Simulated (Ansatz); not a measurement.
# GePH (triplet): from Hartree-Fock to the top rungs at a displaced geometry (v1), cc-pVDZ

One table from this session's results is given with a row withheld; the runs are named, their logs left out.

Computed with Ansatz 0.2.0, Gaussian basis. Level: cc-pVDZ, core rule «outside noble gas», up to 19 orbitals frozen.

To be run: UHF; CCSD(T) on ROHF; CCSD(T) on UHF; BCCD(T) on ROHF; CISD; CCSDT(Q) on ROHF; CCSDT(Q) on UHF; CASSCF and MRCISD+Q, 10 electrons in 9 orbitals; CASSCF and NEVPT2, 10 electrons in 9 orbitals.

17 further runs of the same task are left out: 4 that didn't finish, 13 set aside as unsound or not needed.

## The geometry

The geometry is a PBE0/def2-TZVP stationary point (not a proven minimum) with its atoms shifted at random (size 0.040 Å). No spin-orbit coupling is included. The filled d shell of Ge may be among the frozen orbitals whatever the setting's name suggests; the logs give the count.

3 atoms, charge 0, spin multiplicity 3.

Atoms are counted from 1 here; the program's logs count them from 0.

Bond lengths: Ge1–P2 2.331 Å, Ge1–H3 1.639 Å. Angles: P2–Ge1–H3 90.8°.

Set-up of the first run:

The input, in.yaml:

```yaml
crystal:
  periodic: [false, false, false]
  atoms:
    - {symbol: Ge, position_ang: [-0.000207, -0.027296, 0.689651]}
    - {symbol: P, position_ang: [-0.001041, 0.011608, -1.641460]}
    - {symbol: H, position_ang: [0.046923, 1.610482, 0.740081]}
basis:
  gaussian: {orbitals: cc-pVDZ}
magnetization: {spin_polarized: true, initial_magnetization: 2}
hamiltonian: {xc: hf}
output: {orbitals: {seedname: orbitals}}
```

Run with:

```console
> ansatz run in.yaml --threads 1 --pin off --events-out ev --progress --plain --max-ram 2393MiB
```

Steps of the session up to this table: UHF; CCSD(T) on ROHF; CCSD(T) on UHF; BCCD(T) on ROHF; CISD; CCSDT(Q) on ROHF; CCSDT(Q) on UHF; CASSCF and MRCISD+Q, 10 electrons in 9 orbitals; CASSCF and NEVPT2, 10 electrons in 9 orbitals.

One table of the session follows, with a row left open; its other results are not shown here.

```
          method  from UCCSDT(Q) (kJ/mol)
            ROHF                   +526.5
             UHF                   +510.2
            RMP2                   +117.7
            UMP2                   +120.1
            CISD                    +60.7
           RCCSD                    +20.6
           UCCSD                    +20.2
        RCCSD(T)                     +4.8
        UCCSD(T)                     +4.9
         BCCD(T)                        ?
          RCCSDT                     +1.1
          UCCSDT                     +1.1
       RCCSDT(Q)                     +0.1
       UCCSDT(Q)                        0
  CASSCF valence                   +382.4
  NEVPT2 valence                    +95.1
  MRCISD valence                    +31.6
MRCISD+Q valence                     +2.5
```

Q: Estimate the row for BCCD(T) from the others.

As computed: from UCCSDT(Q) (kJ/mol): +4.7. In the column «from UCCSDT(Q) (kJ/mol)» it lies between MRCISD+Q valence (+2.5) and RCCSD(T) (+4.8).

Limits of these values: Restricted and unrestricted rows rest on different reference determinants; where their highest levels disagree by more than a few hundredths of an eV, they describe different states and don't form one ladder.
